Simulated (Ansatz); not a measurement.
Crystal: SiF.

```xyz
2
Lattice="3.0286 0.0000 0.0000 0.0000 3.0286 0.0000 0.0000 0.0000 3.0286" Properties=species:S:1:pos:R:3 pbc="T T T"
Si    1.5143    1.5143    1.5143
F     0.0000    0.0000    0.0000
```

The cell was built by a generator and needn't be a form met in nature.

```yaml
Program: Ansatz 0.2.0
Task: relaxation of cell and atoms
Functional: PBEsol
Potentials_or_basis: Ansatz PAW
Cutoff: "420 eV (not typed: the program's choice for these potentials)"
k_mesh: 9 × 9 × 9
Occupations: fermi-dirac, width 0.05 eV
Spin: no spin polarisation
```

At the start: volume 13.89 Å³/atom.

Problem. How do energy, volume and symmetry change on relaxing?

Solution. It ends after 7 steps and the volume is 13.26 Å³/atom (-4.5 %); space group Pm-3m (No. 221, to 0.05 Å).

Step by step:
```
step  energy change (eV)  largest force (eV/Å)  volume (Å³)
   1              0.0000                0.0000        27.78
   2             -0.0176                0.0000        26.24
   3             -0.0176                0.0000        26.61
   4             -0.0177                0.0000        26.59
   5             -0.0148                0.0000        26.59
   6             -0.0151                0.0000        26.52
   7             -0.0150                0.0000        26.52
```

Final structure:
```xyz
2
Lattice="2.9820 0.0000 0.0000 0.0000 2.9820 0.0000 0.0000 0.0000 2.9820" Properties=species:S:1:pos:R:3 pbc="T T T"
Si    1.4910    1.4910    1.4910
F     0.0000    0.0000    0.0000
```

Caveat: the plane-wave basis is chosen anew once the cell has moved, so the energies of steps on either side of that aren't comparable; the pressure holds a Pulay correction of +0.5 GPa for the finite cutoff; an odd number of electrons without spin polarisation forces a metal; a magnetic or distorted state may lie lower; the PAW data sets come from PBE, with cores solved anew for the run's functional, which leaves a small shift of forces and pressure.
